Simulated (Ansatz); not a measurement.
# CH6AlBFN: a ladder of functionals and wavefunction methods

Aim: compute CH6AlBFN with functionals from several rungs and with coupled cluster. The yardstick is the atomisation energy at the CCSD(T) limit.

Method: functionals in def2-TZVPP, the program's frozen cores in correlated methods; program: Ansatz 0.2.0, Gaussian basis.

Plan: LDA (SPW92), PBE-D4, revPBE-D4, BLYP-D4, r2SCAN-D4, B97M-V, PBE0-D4, B3LYP-D4, r2SCANh-D4, r2SCAN0-D4, HSE06-D4, BHLYP-D4, CAM-B3LYP-D4, LC-ωPBE, ωB97X-V, ωB97M-V, B2PLYP, PBE-QIDH; CCSD(T)/def2-SVP; CCSD(T)/def2-TZVPP; MP2/def2-QZVPP; extrapolation to the limit; RPA on PBE.

## Step 1: The geometry

All runs share one geometry, relaxed beforehand with PBE0-D4 in a triple-zeta def2 set.

11 atoms, charge 0, spin multiplicity 1.

Atoms are counted from 1 here; the program's logs count them from 0.

Bond lengths: C1–B2 1.551 Å, C1–H6 1.091 Å, C1–H7 1.094 Å, C1–H8 1.094 Å, B2–F3 1.454 Å, B2–N4 1.370 Å, N4–Al5 1.856 Å, N4–H9 1.003 Å, Al5–H10 1.584 Å, Al5–H11 1.584 Å. Angles: B2–C1–H6 112.2°, B2–C1–H7 110.5°, B2–C1–H8 110.6°, H6–C1–H7 108.3°, H6–C1–H8 108.3°, H7–C1–H8 106.6°, C1–B2–F3 116.3°, C1–B2–N4 138.5°, F3–B2–N4 105.2°, B2–N4–Al5 96.4°, B2–N4–H9 124.2°, Al5–N4–H9 139.4°, N4–Al5–H10 117.8°, N4–Al5–H11 117.9°, H10–Al5–H11 121.7°.

## Step 2: LDA

This LDA is Slater exchange with PW92 correlation.

File in.yaml:

```yaml
crystal:
  periodic: [false, false, false]
  atoms:
    - {symbol: C, position_ang: [-0.861438, -1.376270, 0.981555]}
    - {symbol: B, position_ang: [-0.163728, -0.243872, 0.184130]}
    - {symbol: F, position_ang: [1.103647, -0.583304, -0.441381]}
    - {symbol: N, position_ang: [-0.382886, 1.069062, -0.139483]}
    - {symbol: Al, position_ang: [1.170295, 1.300745, -1.129247]}
    - {symbol: H, position_ang: [-1.799017, -1.047350, 1.430957]}
    - {symbol: H, position_ang: [-1.073247, -2.229957, 0.330709]}
    - {symbol: H, position_ang: [-0.208385, -1.744950, 1.778194]}
    - {symbol: H, position_ang: [-1.186202, 1.594588, 0.150640]}
    - {symbol: H, position_ang: [2.403139, 1.996098, -0.418902]}
    - {symbol: H, position_ang: [1.063221, 1.208111, -2.706572]}
basis:
  gaussian: {orbitals: def2-TZVPP}
hamiltonian: {xc: lda}
output: {orbitals: {seedname: orbitals}}
```

The runs that follow: PBE-D4 (GGA); revPBE-D4 (GGA); BLYP-D4 (GGA); r2SCAN-D4 (meta-GGA); B97M-V (meta-GGA); PBE0-D4 (hybrid); B3LYP-D4 (hybrid); r2SCANh-D4 (hybrid); r2SCAN0-D4 (hybrid); HSE06-D4 (hybrid); BHLYP-D4 (hybrid); CAM-B3LYP-D4 (range-separated); LC-ωPBE (range-separated); ωB97X-V (range-separated); ωB97M-V (range-separated); B2PLYP (double hybrid); PBE-QIDH (double hybrid); CCSD(T) in def2-SVP; CCSD(T) in def2-TZVPP; MP2 in def2-QZVPP; RPA on PBE orbitals.

**Question.** What will the summary of the whole plan be? Wanted: atomisation energy, CCSD(T)/CBS; farthest beyond LDA; mean size of error, GGA; mean size of error, meta-GGA; mean size of error, hybrid; mean size of error, range-separated; mean size of error, double hybrid; gap, smallest and largest; T1 diagnostic.

The runs gave:

| quantity | value |
| --- | --- |
| atomisation energy, CCSD(T)/CBS | 989.3 kcal/mol |
| functionals within 4.9 kcal/mol (0.5 %) | BLYP-D4, r2SCAN-D4, PBE0-D4, B3LYP-D4, r2SCANh-D4, HSE06-D4, LC-ωPBE, ωB97X-V |
| farthest beyond LDA | BHLYP-D4 (-21.5 kcal/mol) |
| mean size of error, GGA | 8.5 kcal/mol |
| mean size of error, meta-GGA | 7.3 kcal/mol |
| mean size of error, hybrid | 6.1 kcal/mol |
| mean size of error, range-separated | 5.1 kcal/mol |
| mean size of error, double hybrid | 6.7 kcal/mol |
| gap, smallest and largest | 5.33 eV (LDA (SPW92)), 12.35 eV (LC-ωPBE) |
| T1 diagnostic | 0.0116 |
| triples share of the correlation energy | 3.4 % |

**Reading.** The LDA atomisation energy is off by 129.6 kcal/mol (13 %): it overbinds. PBE-D4 misses by +13.0 kcal/mol. Double hybrids carry the basis error of their MP2 part in triple zeta, and no dispersion term here, so their miss is partly the set-up's. Taken by rung, range-separated functionals do best (5.1 kcal/mol on average) and GGA ones worst beyond LDA (8.5 kcal/mol). The gap between the best rungs is small, so their order is not settled. Misses under about 4.9 kcal/mol are within the doubt on the reference itself, which lacks core-valence correlation, relativity and higher excitations. Hartree-Fock recovers 75 % of the binding; the rest is correlation. CCSD(T) in def2-SVP is off by -45.8 kcal/mol, which most functionals beat. Orbital gaps span 5.3 to 12.3 eV; exact exchange widens them.
